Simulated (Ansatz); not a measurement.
## C2H5GeO2, SMILES CO[C](=O)[GeH2]: a rigid torsion scan, step by step

With Ansatz 0.2.0, Python API.

The cells in order, each with its output:

```python
import warnings

import ansatz as az
from ase import Atoms
```

```python
warnings.simplefilter("ignore", az.DeckWarning)
```

```python
atoms = Atoms(["C", "O", "C", "O", "Ge", "H", "H", "H", "H", "H"], positions=[
    (-1.8043, -0.0887, 0.1377),
    (-0.4142, -0.2063, 0.4151),
    (0.5682, 0.0711, -0.538),
    (0.2577, 0.4638, -1.6946),
    (2.4168, -0.0938, -0.0609),
    (-2.0863, -0.7742, -0.6894),
    (-2.3815, -0.3627, 1.0445),
    (-2.049, 0.9579, -0.1422),
    (2.5768, -1.2158, 0.9964),
    (2.9157, 1.2488, 0.5315),
])
```

```python
# relax first, so that the scan starts from a minimum
first = az.Crystal.molecule_from_ase(atoms).calculation()
first = first.basis(gaussian="def2-SVP")
first = first.functional("B3LYP").spin("collinear", total=1)
first = first.relax(force_tolerance=0.02, max_steps=80)
atoms.positions = first.run(threads=1, backend="cpu").report["positions_ang"]
```

```python
start = atoms.get_dihedral(1, 2, 4, 8)
energies = {}
for turn in range(0, 360, 40):
    turned = atoms.copy()
    turned.set_dihedral(1, 2, 4, 8, start + turn, indices=[4, 8, 9])
    model = (
        az.Crystal.molecule_from_ase(turned).calculation()
        .basis(gaussian="def2-SVP")
        .functional("B3LYP")
        .spin("collinear", total=1)
    )
    energies[round((start + turn) % 360)] = model.run(threads=1, backend="cpu").report["free_energy_ev"]
floor = min(energies.values())
print("dihedral O1-C2-Ge4-H8 (deg)   E - E(min) (eV)")
for angle, e in sorted(energies.items()):
    print(f"{angle:8d} {(e - floor):14.3f}  " + "#" * int(30 * (e - floor) / max(max(energies.values()) - floor, 1e-9)))
```

    dihedral O1-C2-Ge4-H8 (deg)   E - E(min) (eV)
          37          0.115  ##########################
          77          0.128  ##############################
         117          0.071  ################
         157          0.015  ###
         197          0.034  ########
         237          0.076  #################
         277          0.041  #########
         317          0.000
         357          0.043  ##########

The lowest point is at 317° and the highest at 77°, 0.128 eV (12.4 kJ/mol) above it, with the rest of the molecule held.

The scan is rigid and the energies are electronic, in a modest basis. With rigid groups the curve can differ much from the relaxed path, the start wasn't checked as a minimum of this torsion, and equivalent turns needn't return to the same energy. The run takes the species as open-shell (spin multiplicity 2), which needn't be its ground state. b3lyp holds the VWN-RPA fit, as in Gaussian; the form of ORCA and Turbomole is b3lyp5. Hardware and time: 4 min on 1 thread of Arm Neoverse V2, with other jobs on the host, peak memory 0.45 GiB.
